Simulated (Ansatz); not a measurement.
ZrB:

```
Zr B
1.0
     0.00000    2.32500    2.32500
     2.32500    0.00000    2.32500
     2.32500    2.32500    0.00000
Zr B
1 1
Direct
  0.00000 0.00000 0.00000
  0.50000 0.50000 0.50000
```

```yaml
Program: Ansatz 0.2.0
Task: relaxation of cell and atoms
Functional: HSEsol
Potentials_or_basis: Ansatz PAW
Cutoff: "420 eV (not typed: the program's choice for these potentials)"
k_mesh: 5 × 5 × 5
Occupations: fermi-dirac, width 0.05 eV
Spin: no spin polarisation
```

At the start: volume 12.57 Å³/atom.

**Question.** Where does the relaxation end?

**Answer.** It ends after 7 steps and the volume is 14.40 Å³/atom (+14.6 %); space group Fm-3m (No. 225, to 0.05 Å).

The path:
```
step  energy change (eV)  largest force (eV/Å)  volume (Å³)
   1              0.0000                0.0000        25.14
   2             -0.3161                0.0000        28.99
   3             -0.3170                0.0000        28.82
   4             -0.3171                0.0000        28.79
   5             -0.3203                0.0000        28.79
   6             -0.3203                0.0000        28.81
   7             -0.3203                0.0000        28.81
```

Final structure:
```
Zr B
1.0
     0.00000    2.43306    2.43306
     2.43306    0.00000    2.43306
     2.43306    2.43306    0.00000
Zr B
1 1
Direct
  0.00000 0.00000 0.00000
  0.50000 0.50000 0.50000
```

Caveat: the k mesh is coarse (spacing up to 0.47 Å⁻¹), so the values aren't converged, least of all with exact exchange; the plane-wave basis is chosen anew once the cell has moved, so the energies of steps on either side of that aren't comparable; the volume moved by +15 % from the deposited cell, more than functionals usually miss; the PAW data sets come from PBE, with cores solved anew for the run's functional, which leaves a small shift of forces and pressure.
